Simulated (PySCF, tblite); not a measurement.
**C₇H₁₀O₂: geometry, infrared bands and NMR shifts**

What infrared bands and NMR shifts should C₇H₁₀O₂ (`C#CC(=O)[C@@H](C)OCC`) show?

Programs: tblite 0.8.0 and PySCF 2.14.0, with density-fitted response routines of our own. Each step states its level of theory. These are calculated values for one molecule in the gas phase, unless marked as measured. Atoms are numbered from 0 throughout.

### Step 1. The starting structure

19 atoms, charge 0, multiplicity 1; geometry from: force field or distance geometry start.

Bonds of the start (Å): C0–C1 1.20, C1–C2 1.45, C2–O3 1.22, C2–C4 1.52, C4–C5 1.53, C4–O6 1.42, O6–C7 1.43, C7–C8 1.51, C0–H9 1.07, C4–H10 1.10, C5–H11 1.09, C5–H12 1.10, C5–H13 1.09, C7–H14 1.09, C7–H15 1.11, C8–H16 1.09, C8–H17 1.09, C8–H18 1.10.

### Step 2. Optimising the geometry with GFN2-xTB

What the job is given:

```
{"job": {"kind": "relax", "xc": "GFN2-xTB", "basis": "xTB"}, "charge": 0, "multiplicity": 1}
C     -2.322200     1.190000     1.778900
C     -2.040700     0.396400     0.924600
C     -1.673100    -0.581100    -0.080700
O     -2.361600    -1.584600    -0.215800
C     -0.477100    -0.260800    -0.965800
C     -0.871500     0.814000    -1.985300
O      0.678800     0.206500    -0.278400
C      1.350100    -0.833700     0.442700
C      2.542800    -0.240300     1.154200
H     -2.598600     1.899400     2.535700
H     -0.221500    -1.172700    -1.529200
H     -0.050400     0.987500    -2.686000
H     -1.070600     1.773300    -1.477800
H     -1.755100     0.527100    -2.550100
H      1.678000    -1.600000    -0.261500
H      0.662800    -1.289300     1.181800
H      3.084600    -0.998500     1.716100
H      3.219400     0.225800     0.436500
H      2.216200     0.550300     1.852600
```

Launch:

```
$ OMP_NUM_THREADS=1 python probes_run.py task.json out
```

The driver reads the jobs from task.json and runs them one after another.

**Question.** This job is followed by: GFN2-xTB harmonic vibrations, gas phase; GIAO PBE0/pcSseg-1 NMR shielding, non-relativistic, gas phase. What will the session give for the following? strongest single infrared mode (GFN2-xTB); zero-point energy (GFN2-xTB); 13C shifts against TMS (PBE0/pcSseg-1); 1H shifts against TMS (PBE0/pcSseg-1, means over atoms taken as alike); 17O shifts against H2O (PBE0/pcSseg-1).

**Answer**, as computed:

```
                                                              quantity                                          value
                             strongest single infrared mode (GFN2-xTB)                          1741 cm⁻¹, 290 km/mol
                                          zero-point energy (GFN2-xTB)                                  94.8 kcal/mol
                                13C shifts against TMS (PBE0/pcSseg-1)  201.2, 91.3, 88.9, 82.5, 69.4, 21.8, 18.2 ppm
1H shifts against TMS (PBE0/pcSseg-1, means over atoms taken as alike)         3.77, 3.73, 3.48, 2.86, 1.41, 1.38 ppm
                                17O shifts against H2O (PBE0/pcSseg-1)                                714.7, 76.2 ppm
```

In words: The optimisation took 113 steps and gained 0.105 eV; among the close pairs (by a distance rule), C0–H9 changed most, from 1.073 to 1.051 Å. All 51 modes are real, so the xTB geometry is a minimum. The strongest single mode, at 1741 cm⁻¹, moves mainly C2 and O3. Unscaled tight-binding wavenumbers are off by several per cent, some by more. Its intensities can rank the bands wrongly. At PBE0/pcSseg-1: The largest span, 1376 ppm, is at O3, where the paramagnetic term is -774 ppm.
